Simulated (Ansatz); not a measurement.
# AlFH3NO: a dynamics run in two tries

Aim: a short trajectory for this system.

Method: RKS PBE-D4/6-31G*, in Ansatz 0.2.0.

**1. The system as given**

Bond lengths: Al1–N2 1.779 Å, N2–H3 1.018 Å, N2–H4 1.019 Å, Al1–F5 1.664 Å, Al1–O6 1.721 Å, O6–H7 0.973 Å. Angles: Al1–N2–H3 126.0°, Al1–N2–H4 123.3°, H3–N2–H4 110.7°, N2–Al1–F5 118.5°, N2–Al1–O6 124.7°, F5–Al1–O6 116.7°, Al1–O6–H7 118.4°.

Coordinates:

```xyz
7

Al    0.0107   -0.0626    0.0350
N    -0.0104   -0.0355    1.8137
H    -0.8259   -0.1805    2.4053
H     0.8173    0.1433    2.3800
F     1.4495    0.2300   -0.7476
O    -1.3602   -0.3736   -0.9572
H    -2.2101   -0.5678   -0.5257
```

**2. The run**

Contents of input.yaml:

```yaml
crystal:
  periodic: [false, false, false]
  atoms:
    - { symbol: Al, position_ang: [0.010657, -0.062602, 0.03504] }
    - { symbol: "N", position_ang: [-0.010439, -0.035532, 1.813664] }
    - { symbol: H, position_ang: [-0.825852, -0.180494, 2.405252] }
    - { symbol: H, position_ang: [0.817253, 0.14331, 2.379996] }
    - { symbol: F, position_ang: [1.449541, 0.229991, -0.747565] }
    - { symbol: O, position_ang: [-1.36023, -0.373553, -0.957232] }
    - { symbol: H, position_ang: [-2.21013, -0.567819, -0.525655] }
basis:
  gaussian: { orbitals: "6-31G*" }
hamiltonian:
  xc: pbe
  dispersion: d4
md:
  timestep: 0.5
  n_steps: 25
  ensemble: npt_langevin
  temperature: 2000.0
  initial_velocities: maxwell_boltzmann
  seed: 968814
  friction: 0.001
  masses: [{ species: H, mass: 3.016 }]
  pressure: 1.0
```

Started as:

```
$ ansatz run input.yaml --threads 1 --pin off --max-ram 2048MiB --backend cpu --events-out ev --progress --plain --runs-dir out
```

What does the calculation give? Wanted: first try.

The runs gave:

| quantity | value |
| --- | --- |
| first try | refused |
| cause | a barostat needs a periodic cell, and a molecule in free space has none |

In words: The fault in the first input was caught at the input check and cost nothing.
